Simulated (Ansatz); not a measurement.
# CaNiW4: a trial structure relaxed

Where does CaNiW4 go from the start given, HoCdCu4 type (F-43m, No. 216)?

Method: DFT PBE, scalar-relativistic, plane waves, PAW, in Ansatz 0.2.0.

### 1 The structure to begin with

It takes space group F-43m (No. 216, cubic). Conventional cell: a = 7.249 Å, b = 7.249 Å, c = 7.249 Å, α = 90.00°, β = 90.00°, γ = 90.00°. Around Ca (site symmetry -43m) lie 12 W at 3.00 Å and 4 Ni at 3.14 Å. Around Ni (site symmetry -43m) lie 12 W at 3.01 Å and 4 Ca at 3.14 Å. Around W (site symmetry 3m) lie 6 W at 2.55 to 2.58 Å and 3 Ca at 3.00 Å and 3 Ni at 3.01 Å.

Coordinates:

```xyz
6
Lattice="0.0000 3.6246 3.6246 3.6246 0.0000 3.6246 3.6246 3.6246 0.0000" Properties=species:S:1:pos:R:3 pbc="T T T"
Ca    0.0000    0.0000    0.0000
Ni    1.8123    1.8123    1.8123
W     2.7128    4.5363    2.7128
W     2.7128    2.7128    4.5363
W     4.5363    4.5363    4.5363
W     4.5363    2.7128    2.7128
```

(A quick probe on a coarse mesh, which set the mesh and smearing, is not shown.)

### 3 A loose first relaxation

Contents of input.yaml:

```yaml
crystal:
  lattice:
    - [0.0, 3.6245608487, 3.6245608487]
    - [3.6245608487, 0.0, 3.6245608487]
    - [3.6245608487, 3.6245608487, 0.0]
  atoms:
    - { symbol: Ca, position: [0.0, 0.0, 0.0] }
    - { symbol: Ni, position: [0.25, 0.25, 0.25] }
    - { symbol: W, position: [0.62577, 0.12269, 0.62577] }
    - { symbol: W, position: [0.62577, 0.62577, 0.12269] }
    - { symbol: W, position: [0.62577, 0.62577, 0.62577] }
    - { symbol: W, position: [0.12269, 0.62577, 0.62577] }
basis:
  ecutwfc: 420
kpoints:
  mp_grid: { grid: [4, 4, 4] }
hamiltonian:
  xc: pbe
scf:
  occupations: { method: gaussian, width: 0.1 }
  lower_state_search: "off"
output:
  forces: true
  stress: true
  eigenvalues: true
relax:
  adjacent_minimum: "off"
  f_tol: 0.04
  max_steps: 70
  cell: { stress_tol: 0.4 }
```

The run is started by

```bash
$ ansatz run input.yaml --threads 1 --pin off --max-ram 2560MiB --backend cpu --events-out ev --progress --plain --runs-dir out
```

The session goes on with these runs: the relaxation.

**Question.** What will these runs give?

As calculated:

Formation energies count from the elements, computed with the same settings in runs not shown here.

| quantity | value |
| --- | --- |
| cell (conventional) | a = 7.590 Å, b = 7.590 Å, c = 7.590 Å, α = 90.00°, β = 90.00°, γ = 90.00° |
| space group | F-43m (No. 216) |
| volume | 18.22 Å³/atom |
| gap on the mesh | none (metal) |
| formation energy from the elements | +0.746 eV/atom |

**Reading.** The space group stayed F-43m, and from the first guess the volume went from 15.87 to 18.22 Å³/atom. The formation energy of +0.75 eV/atom is positive, so the elements lie lower than this structure; another structure of the compound can lie lower. The runs treat W without spin-orbit coupling. A spin-polarised run here lost its starting moments, which speaks against magnetism, though one start doesn't rule it out.
